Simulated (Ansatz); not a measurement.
**C4H13AlO: basis-set convergence**

Aim: see how fast density functionals converge with the basis set for C4H13AlO.

Method: one geometry, several basis sets; program: Ansatz 0.2.0, Gaussian basis.

Plan: PBE0-D4/def2-SVP; ωB97M-V/def2-SVP; PBE0-D4/def2-QZVPP; ωB97M-V/def2-QZVPP; the functionals' def2-TZVPP values are taken from earlier runs.

1 further run of the same task is left out (it didn't finish).

### 1 The relaxed structure

An earlier PBE0-D4 in a triple-zeta def2 set relaxation fixed the geometry.

19 atoms, charge 0, spin multiplicity 1.

Atoms are counted from 1 here; the program's logs count them from 0.

Bond lengths: C1–O2 1.422 Å, C1–H7 1.093 Å, C1–H8 1.094 Å, C1–H9 1.088 Å, O2–C3 1.423 Å, O2–Al4 2.005 Å, C3–H10 1.088 Å, C3–H11 1.094 Å, C3–H12 1.093 Å, Al4–C5 1.976 Å, Al4–C6 1.973 Å, Al4–H13 1.608 Å, C5–H14 1.096 Å, C5–H15 1.096 Å, C5–H16 1.096 Å, C6–H17 1.095 Å, C6–H18 1.096 Å, C6–H19 1.096 Å. Angles: O2–C1–H7 109.4°, O2–C1–H8 110.4°, O2–C1–H9 107.2°, H7–C1–H8 110.0°, H7–C1–H9 109.9°, H8–C1–H9 110.0°, C1–O2–C3 113.2°, C1–O2–Al4 118.6°, C3–O2–Al4 117.5°, O2–C3–H10 106.7°, O2–C3–H11 110.3°, O2–C3–H12 109.3°, H10–C3–H11 110.1°, H10–C3–H12 110.3°, H11–C3–H12 110.0°, O2–Al4–C5 101.0°, O2–Al4–C6 101.1°, O2–Al4–H13 96.1° and more.

### 2 PBE0-D4 in def2-SVP

in.yaml reads:

```yaml
crystal:
  periodic: [false, false, false]
  atoms:
    - {symbol: C, position_ang: [0.326342, -1.575744, 0.843181]}
    - {symbol: O, position_ang: [0.922332, -0.423481, 0.260484]}
    - {symbol: C, position_ang: [1.953163, -0.736091, -0.669702]}
    - {symbol: Al, position_ang: [-0.241127, 1.158374, -0.145764]}
    - {symbol: C, position_ang: [-1.340469, 0.446190, -1.625182]}
    - {symbol: C, position_ang: [-1.118693, 1.441636, 1.598149]}
    - {symbol: H, position_ang: [1.092349, -2.156697, 1.362375]}
    - {symbol: H, position_ang: [-0.149734, -2.188736, 0.072460]}
    - {symbol: H, position_ang: [-0.419498, -1.226620, 1.554112]}
    - {symbol: H, position_ang: [2.334144, 0.211483, -1.045583]}
    - {symbol: H, position_ang: [1.552423, -1.333234, -1.493889]}
    - {symbol: H, position_ang: [2.746022, -1.287610, -0.158685]}
    - {symbol: H, position_ang: [0.955325, 2.151320, -0.556271]}
    - {symbol: H, position_ang: [-0.745634, 0.128217, -2.488660]}
    - {symbol: H, position_ang: [-1.963542, -0.403775, -1.323647]}
    - {symbol: H, position_ang: [-2.029334, 1.214393, -1.994793]}
    - {symbol: H, position_ang: [-0.410469, 1.429078, 2.433781]}
    - {symbol: H, position_ang: [-1.910843, 0.717937, 1.819419]}
    - {symbol: H, position_ang: [-1.594458, 2.429060, 1.614617]}
basis:
  gaussian: {orbitals: def2-SVP}
hamiltonian: {xc: pbe0, dispersion: d4}
output: {orbitals: {seedname: orbitals}}
```

On the command line:

```console
$ ansatz run in.yaml --threads 4 --pin off --events-out ev --progress --plain --max-ram 11315MiB
```

The runs that follow: ωB97M-V in def2-SVP; PBE0-D4 in def2-QZVPP; ωB97M-V in def2-QZVPP.

**Question.** What will the summary of the whole plan be? Wanted: PBE0-D4: double and triple zeta above quadruple; ωB97M-V: double and triple zeta above quadruple.

As calculated:

| quantity | value |
| --- | --- |
| PBE0-D4: double and triple zeta above quadruple | 10.12, 0.59 eV |
| ωB97M-V: double and triple zeta above quadruple | 10.51, 0.58 eV |

In words: PBE0-D4 gains 9.53 eV from double to triple zeta, then 0.59 eV more. Total energies overstate the basis error of differences, where much of it tends to cancel. The LUMO of ωB97M-V is positive and keeps falling with the basis (2.72 to 1.36 eV): an unbound level that the basis holds in place.
